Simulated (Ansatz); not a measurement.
**BrClH₂NSi radical: how energies converge with the basis set**

One table from this session's results is given with a row withheld; the runs are named, their logs left out.

Method: one geometry, several basis sets; program: Ansatz 0.2.0, Gaussian basis.

The runs, in order: PBE0-D4/def2-SVP; ωB97M-V/def2-SVP; PBE0-D4/def2-QZVPP; ωB97M-V/def2-QZVPP; the functionals' def2-TZVPP values are taken from earlier runs.

**The relaxed structure**

All runs share one geometry, relaxed beforehand with PBE0-D4 in a triple-zeta def2 set.

SMILES `N[Si](Cl)Br`, 6 atoms, charge 0, spin multiplicity 2.

Atoms are counted from 1 here; the program's logs count them from 0.

Bond lengths: N1–Si2 1.702 Å, N1–H5 1.008 Å, N1–H6 1.008 Å, Si2–Cl3 2.060 Å, Si2–Br4 2.233 Å. Angles: Si2–N1–H5 120.6°, Si2–N1–H6 120.8°, H5–N1–H6 113.0°, N1–Si2–Cl3 106.4°, N1–Si2–Br4 107.7°, Cl3–Si2–Br4 112.1°.

The first run:

in.yaml reads:

```yaml
crystal:
  periodic: [false, false, false]
  atoms:
    - {symbol: N, position_ang: [-0.316250, 0.695143, 0.503625]}
    - {symbol: Si, position_ang: [0.629776, -0.259345, -0.541520]}
    - {symbol: Cl, position_ang: [1.356558, -1.816825, 0.593950]}
    - {symbol: Br, position_ang: [-0.693734, -0.969888, -2.194359]}
    - {symbol: H, position_ang: [-0.020213, 0.866488, 1.451671]}
    - {symbol: H, position_ang: [-0.913937, 1.420426, 0.140332]}
basis:
  gaussian: {orbitals: def2-SVP}
magnetization: {spin_polarized: true, initial_magnetization: 1}
hamiltonian: {xc: pbe0, dispersion: d4}
output: {orbitals: {seedname: orbitals}}
```

Run with:

```sh
$ ansatz run in.yaml --threads 4 --pin off --events-out ev --progress --plain --max-ram 10444MiB
```

Among the steps run: PBE0-D4 in def2-SVP; ωB97M-V in def2-SVP; PBE0-D4 in def2-QZVPP; ωB97M-V in def2-QZVPP.

One table of the session follows, with a row left open; its other results are not shown here.

It belongs to the step «Functionals by basis». 

```
functional       basis  HOMO (eV)  LUMO (eV)
   PBE0-D4    def2-SVP      -5.99      -2.54
   PBE0-D4  def2-TZVPP      -6.14      -2.65
   PBE0-D4  def2-QZVPP      -6.19      -2.71
   ωB97M-V    def2-SVP      -7.72      -0.88
   ωB97M-V  def2-TZVPP      -7.90      -1.06
   ωB97M-V  def2-QZVPP          ?          ?
```

**Question.** Estimate the row for ωB97M-V, def2-QZVPP.

As computed: HOMO (eV): -7.95; LUMO (eV): -1.16. In the column «HOMO (eV)» it is the lowest.
